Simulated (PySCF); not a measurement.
# C2H10AsGa: the cost of one run

Programs: PySCF 2.14.0, with density-fitted response routines of our own. Each step states its level of theory. These are calculated values for one molecule in the gas phase, unless marked as measured. Atoms count from 0, in the outputs and in this text.

## (1) The starting structure

14 atoms, charge 0, multiplicity 1; geometry from: GFN2-xTB. The atoms were then displaced at random by about 0.01 Å, so the start is not that level's minimum.

Bonds of the start (Å): C0–C1 1.51, C1–As2 1.96, As2–Ga3 2.71, C0–H4 1.11, C0–H5 1.06, C0–H6 1.11, C1–H7 1.10, C1–H8 1.09, As2–H9 1.47, As2–H10 1.50, Ga3–H11 1.57, Ga3–H12 1.60, Ga3–H13 1.51.

## (2) Optimising the geometry at PBE0-D3(BJ)/def2-SVP

What the job is given:

```
{"job": {"xc": "PBE0", "basis": "def2-SVP", "d3": "d3bj", "grid": 1, "shake": 0.01, "kind": "geom"}, "charge": 0, "multiplicity": 1}
C     -2.114750    -0.196600     0.400010
C     -0.704390     0.324710     0.289460
As     0.534570    -0.945520    -0.541580
Ga     2.660640     0.714350    -0.277830
H     -2.537530    -0.401590    -0.605040
H     -2.184390    -1.076250     0.993820
H     -2.762400     0.578000     0.861560
H     -0.287340     0.576950     1.280540
H     -0.656640     1.258960    -0.278130
H     -0.316430    -1.333450    -1.680670
H      0.100050    -2.156940     0.237900
H      2.490230     0.801740     1.284670
H      1.923730     1.850980    -1.125350
H      3.847510    -0.010430    -0.857080
```

Run with:

```bash
$ OMP_NUM_THREADS=1 python probes_run.py task.json out
```

One launch serves the whole session: the jobs run in the order shown.

**Question.** How long does this first job take on 1 thread of Arm Neoverse V2, shared host, and how much memory does it need?

About 88 s, with a peak of 0.54 GiB.
